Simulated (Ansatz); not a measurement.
Geometry optimisation, DFT PBE, scalar-relativistic, plane waves, PAW in Ansatz.

The input (input.yaml):

```yaml
crystal:
  lattice:
    - [7.14, 0.0, 0.0]
    - [0.0, 7.14, 0.0]
    - [0.0, 0.0, 7.14]
  atoms:
    - { symbol: C, position: [0.5036595, 0.0059324, 0.0056069] }
    - { symbol: C, position: [0.6277169, 0.1220595, 0.1275652] }
    - { symbol: C, position: [0.7485397, 0.2456145, -0.0036276] }
    - { symbol: C, position: [0.8750231, 0.3782389, 0.1281131] }
    - { symbol: C, position: [0.7436024, -0.0073446, 0.2503117] }
    - { symbol: C, position: [0.0005748, -0.0040087, -0.002904] }
    - { symbol: C, position: [0.1193275, 0.1222919, 0.1175268] }
    - { symbol: C, position: [0.2534221, 0.2482362, -0.0009335] }
    - { symbol: C, position: [0.3781503, 0.3720629, 0.129459] }
    - { symbol: C, position: [0.503979, 0.4989812, 0.0031023] }
    - { symbol: C, position: [0.6261124, 0.6239187, 0.1197791] }
    - { symbol: C, position: [0.7483, 0.7491772, 0.0086708] }
    - { symbol: C, position: [0.8784766, 0.8697825, 0.1245874] }
    - { symbol: C, position: [0.2415621, 0.0039679, 0.2547161] }
    - { symbol: C, position: [0.3673916, 0.1275137, 0.3693002] }
    - { symbol: C, position: [0.4989373, 0.2468978, 0.2431548] }
    - { symbol: C, position: [0.624246, 0.3805164, 0.3717687] }
    - { symbol: C, position: [0.7487442, 0.5042505, 0.2524815] }
    - { symbol: C, position: [0.8720212, 0.620467, 0.3751526] }
    - { symbol: C, position: [0.4925248, -0.0012404, 0.4916542] }
    - { symbol: C, position: [0.6242577, 0.1286833, 0.6240294] }
    - { symbol: C, position: [0.7480727, 0.2398885, 0.4904275] }
    - { symbol: C, position: [0.8667192, 0.3746174, 0.6284578] }
    - { symbol: C, position: [0.7444015, -0.0039661, 0.7483299] }
    - { symbol: C, position: [0.8719629, 0.1257029, 0.879628] }
    - { symbol: C, position: [-0.0025943, 0.4938575, -0.0033035] }
    - { symbol: C, position: [0.1215723, 0.6234906, 0.1273021] }
    - { symbol: C, position: [0.2522074, 0.7607678, 9.17e-05] }
    - { symbol: C, position: [0.3735093, 0.879271, 0.130452] }
    - { symbol: C, position: [0.0011459, 0.2446395, 0.2518392] }
    - { symbol: C, position: [0.1257425, 0.3713263, 0.3824882] }
    - { symbol: C, position: [0.2378296, 0.5065078, 0.252101] }
    - { symbol: C, position: [0.375239, 0.6190348, 0.3703605] }
    - { symbol: C, position: [0.4965989, 0.7487893, 0.2413089] }
    - { symbol: C, position: [0.6209069, 0.8754811, 0.37867] }
    - { symbol: C, position: [0.0030805, 0.0022576, 0.5004827] }
    - { symbol: C, position: [0.1280832, 0.1284907, 0.623936] }
    - { symbol: C, position: [0.247278, 0.2592959, 0.4996111] }
    - { symbol: C, position: [0.3831839, 0.3712721, 0.6167817] }
    - { symbol: C, position: [0.4929074, 0.5043949, 0.4930846] }
    - { symbol: C, position: [0.6172536, 0.6200218, 0.6242286] }
    - { symbol: C, position: [0.7547753, 0.754958, 0.5073954] }
    - { symbol: C, position: [0.8749525, 0.8749284, 0.6301525] }
    - { symbol: C, position: [0.2518115, 0.009819, 0.740566] }
    - { symbol: C, position: [0.3751286, 0.1322021, 0.8805066] }
    - { symbol: C, position: [0.5059741, 0.2507244, 0.7539982] }
    - { symbol: C, position: [0.6251378, 0.3743712, 0.8733062] }
    - { symbol: C, position: [0.7451121, 0.5018279, 0.7443628] }
    - { symbol: C, position: [0.8819879, 0.6247597, 0.8747872] }
    - { symbol: C, position: [0.0056362, 0.7528316, 0.2544619] }
    - { symbol: C, position: [0.132326, 0.8771105, 0.3829527] }
    - { symbol: C, position: [-0.0014983, 0.4903703, 0.5022536] }
    - { symbol: C, position: [0.1260359, 0.6264959, 0.6322705] }
    - { symbol: C, position: [0.2457797, 0.749274, 0.5006754] }
    - { symbol: C, position: [0.3721172, 0.8781705, 0.6281604] }
    - { symbol: C, position: [-0.0001645, 0.246323, 0.7490979] }
    - { symbol: C, position: [0.118708, 0.3742135, 0.8648943] }
    - { symbol: C, position: [0.2489123, 0.5023124, 0.7520199] }
    - { symbol: C, position: [0.3796613, 0.6300898, 0.8746347] }
    - { symbol: C, position: [0.4978423, 0.7479959, 0.7490157] }
    - { symbol: C, position: [0.6274665, 0.8765753, 0.8788634] }
    - { symbol: C, position: [-0.0037896, 0.748378, 0.7492018] }
    - { symbol: C, position: [0.1209264, 0.8782984, 0.8777375] }
basis:
  ecutwfc: 420.0
kpoints:
  mp_grid: { grid: [2, 2, 2] }
hamiltonian:
  xc: pbe
  pseudopotentials: { kind: paw, azcp: { folder: soft_1 } }
scf:
  occupations: { method: gaussian, width: 0.05 }
  lower_state_search: "off"
relax:
  f_tol: 0.03
  max_steps: 60
  adjacent_minimum: "off"
```

Run as:

```bash
$ ansatz run input.yaml --threads 4 --pin off --max-ram 10240MiB --backend cpu --events-out ev --progress --plain --runs-dir out
```

Problem. Where does it end, and by what steps?

Solution. The run converged. Limits of this set-up: coarse k mesh. After 7 steps the energy has fallen by 4.719 eV; C22 moved furthest, 0.21 Å.

```tsv
step	energy less start (eV)	largest force component (eV/Å)	accepted
0	0.0000	3.512	yes
1	-3.6754	1.868	yes
2	-4.6986	0.358	yes
3	-4.7129	0.191	yes
4	-4.7185	0.055	yes
5	-4.7186	0.066	yes
6	-4.7188	0.031	yes
7	-4.7189	0.018	yes
```

```xyz
63
Lattice="7.1400 0.0000 0.0000 0.0000 7.1400 0.0000 0.0000 0.0000 7.1400" Properties=species:S:1:pos:R:3
C 3.557 -0.002 -0.007
C 4.467 0.891 0.905
C 5.353 1.781 0.005
C 6.244 2.664 0.907
C 5.275 -0.067 1.717
C -0.011 0.005 0.005
C 0.875 0.895 0.905
C 1.785 1.789 -0.006
C 2.673 2.677 0.894
C 3.565 3.570 0.001
C 4.458 4.460 0.895
C 5.345 5.350 -0.006
C 6.238 6.262 0.907
C 1.775 0.005 1.789
C 2.671 0.893 2.678
C 3.566 1.782 1.789
C 4.467 2.666 2.680
C 5.353 3.566 1.790
C 6.241 4.463 2.678
C 3.566 0.005 3.567
C 4.467 0.895 4.450
C 5.275 1.853 3.638
C 6.238 2.664 4.449
C 5.353 0.005 5.351
C 6.241 0.893 6.248
C -0.003 3.577 -0.006
C 0.884 4.466 0.895
C 1.777 5.357 0.001
C 2.669 6.250 0.894
C 0.066 1.854 1.718
C 0.875 2.666 2.676
C 1.785 3.578 1.782
C 2.671 4.463 2.678
C 3.557 5.349 1.782
C 4.467 6.261 2.676
C 0.066 -0.067 3.638
C 0.875 0.892 4.450
C 1.775 1.782 3.567
C 2.669 2.677 4.461
C 3.557 3.578 3.574
C 4.458 4.466 4.461
C 5.353 5.361 3.566
C 6.244 6.263 4.449
C 1.785 -0.002 5.362
C 2.671 0.893 6.248
C 3.557 1.789 5.362
C 4.458 2.676 6.251
C 5.345 3.577 5.361
C 6.241 4.463 6.248
C -0.011 5.361 1.790
C 0.875 6.261 2.680
C -0.011 3.566 3.566
C 0.884 4.460 4.461
C 1.785 5.349 3.574
C 2.673 6.250 4.461
C -0.011 1.781 5.351
C 0.884 2.676 6.245
C 1.777 3.570 5.354
C 2.671 4.463 6.248
C 3.565 5.357 5.354
C 4.458 6.250 6.245
C -0.003 5.350 5.361
C 0.884 6.250 6.251
```

Whether the end is a true minimum wasn't checked by a vibrational analysis.

Time of the run: 65 s on 4 threads of Arm Neoverse V1 (shared host), peak memory 1.8 GiB.
